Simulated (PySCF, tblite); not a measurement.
# C₂H₅B₂F₄N: geometry, infrared bands and NMR shifts

Aim: predict the infrared bands and NMR shifts of C₂H₅B₂F₄N (`BN(BF)CC(F)(F)F`).

Computed with tblite 0.8.0 and PySCF 2.14.0, with density-fitted response routines of our own, on a single molecule in the gas phase. Atoms count from 0, in the outputs and in this text.

## Step 1: The starting structure

14 atoms, charge 0, multiplicity 1; geometry from: force field or distance geometry start.

Bonds of the start (Å): B0–N1 1.50, N1–B2 1.49, B2–F3 1.44, N1–C4 1.43, C4–C5 1.53, C5–F6 1.37, C5–F7 1.40, C5–F8 1.39, B0–H9 1.19, B0–H10 1.18, B2–H11 1.20, C4–H12 1.11, C4–H13 1.11.

## Step 2: Optimising the geometry with GFN2-xTB

What the job is given:

```
{"job": {"kind": "relax", "xc": "GFN2-xTB", "basis": "xTB"}, "charge": 0, "multiplicity": 1}
B      1.242000    -0.714200    -0.911000
N      0.771700     0.042800     0.294000
B      0.872800     1.527300     0.202200
F      0.854400     2.452400     1.310900
C     -0.408500    -0.469900     0.926900
C     -1.503600    -0.385900    -0.144600
F     -2.667400    -0.858500     0.391500
F     -1.602400     0.956700    -0.522300
F     -1.090200    -1.076100    -1.272800
H      2.113000    -0.189700    -1.526000
H      1.193900    -1.891000    -1.034400
H      1.328900     2.004800    -0.796900
H     -0.788200     0.124000     1.786700
H     -0.317000    -1.523200     1.273800
```

On the command line:

```bash
> OMP_NUM_THREADS=1 python probes_run.py task.json out
```

The driver reads the jobs from task.json and runs them one after another.

**Question.** This job is followed by: GFN2-xTB harmonic vibrations, gas phase; GIAO PBE0/pcSseg-1 NMR shielding, non-relativistic, gas phase. Predict these results of the whole session: strongest single infrared mode (GFN2-xTB); zero-point energy (GFN2-xTB); 13C shifts against TMS (PBE0/pcSseg-1); 1H shifts against TMS (PBE0/pcSseg-1, means over atoms taken as alike); 11B shifts against BF3·OEt2 (PBE0/pcSseg-1); 15N shifts against NH3 (PBE0/pcSseg-1); 19F shifts against CFCl3 (PBE0/pcSseg-1, means over atoms taken as alike).

**Answer**, as computed:

| quantity | value |
| --- | --- |
| strongest single infrared mode (GFN2-xTB) | 1364 cm⁻¹, 612 km/mol |
| zero-point energy (GFN2-xTB) | 52.9 kcal/mol |
| 13C shifts against TMS (PBE0/pcSseg-1) | 133.3, 54.7 ppm |
| 1H shifts against TMS (PBE0/pcSseg-1, means over atoms taken as alike) | 5.59, 4.84, 4.14 ppm |
| 11B shifts against BF3·OEt2 (PBE0/pcSseg-1) | 52.6, 33.0 ppm |
| 15N shifts against NH3 (PBE0/pcSseg-1) | 173.1 ppm |
| 19F shifts against CFCl3 (PBE0/pcSseg-1, means over atoms taken as alike) | -71.4, -91.0 ppm |

In words: The optimisation took 55 steps and gained 1.494 eV; among the close pairs (by a distance rule), B2–F3 changed most, from 1.444 to 1.322 Å. No mode is imaginary among the 36: a minimum at this level. The strongest single mode, at 1364 cm⁻¹, is spread over several atoms, N1, B2, B0 among them. GFN2-xTB is a fitted tight-binding method: band positions and strengths are rough. Its intensities can rank the bands wrongly. At PBE0/pcSseg-1: Shielding is most anisotropic at F3 (span 373 ppm, paramagnetic term -228 ppm).
